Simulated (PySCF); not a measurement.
# C2H6OSeSi: the cost of one run

Programs: PySCF 2.14.0, with density-fitted response routines of our own. Each step states its level of theory. These are calculated values for one molecule in the gas phase, unless marked as measured. Atoms are numbered from 0 throughout.

## 1. Starting geometry

11 atoms, charge 0, multiplicity 1; geometry from: GFN2-xTB. The atoms were then displaced at random by about 0.01 Å, so the start is not that level's minimum.

Bonds of the start (Å): C0–C1 1.47, C1–O2 1.21, C1–Si3 1.96, Si3–Se4 2.22, C0–H5 1.12, C0–H6 1.08, C0–H7 1.09, Si3–H8 1.47, Si3–H9 1.49, Se4–H10 1.42.

## 2. Geometry optimisation at PBE0-D3(BJ)/def2-SVP

The job: settings as JSON, then the geometry in Å.

```
{"job": {"xc": "PBE0", "basis": "def2-SVP", "d3": "d3bj", "grid": 1, "shake": 0.01, "kind": "geom"}, "charge": 0, "multiplicity": 1}
C     -1.583810     0.136280    -0.580340
C     -0.144000    -0.134500    -0.531880
O      0.429170    -0.724720    -1.413170
Si     0.857330     0.496230     1.026220
Se     2.903920    -0.219100     0.553190
H     -1.752560     1.244090    -0.540500
H     -2.076850    -0.275310     0.288450
H     -2.037420    -0.228360    -1.498360
H      0.720660     1.954840     1.125760
H      0.257730    -0.137720     2.231760
H      2.463950    -0.782760    -0.676800
```

Command:

```bash
OMP_NUM_THREADS=1 python probes_run.py task.json out
```

The driver reads the jobs from task.json and runs them one after another.

Q: Estimate the wall time and peak memory of this first job on 1 thread of Arm Neoverse V2, shared host.

About 34 s, with a peak of 0.5 GiB.
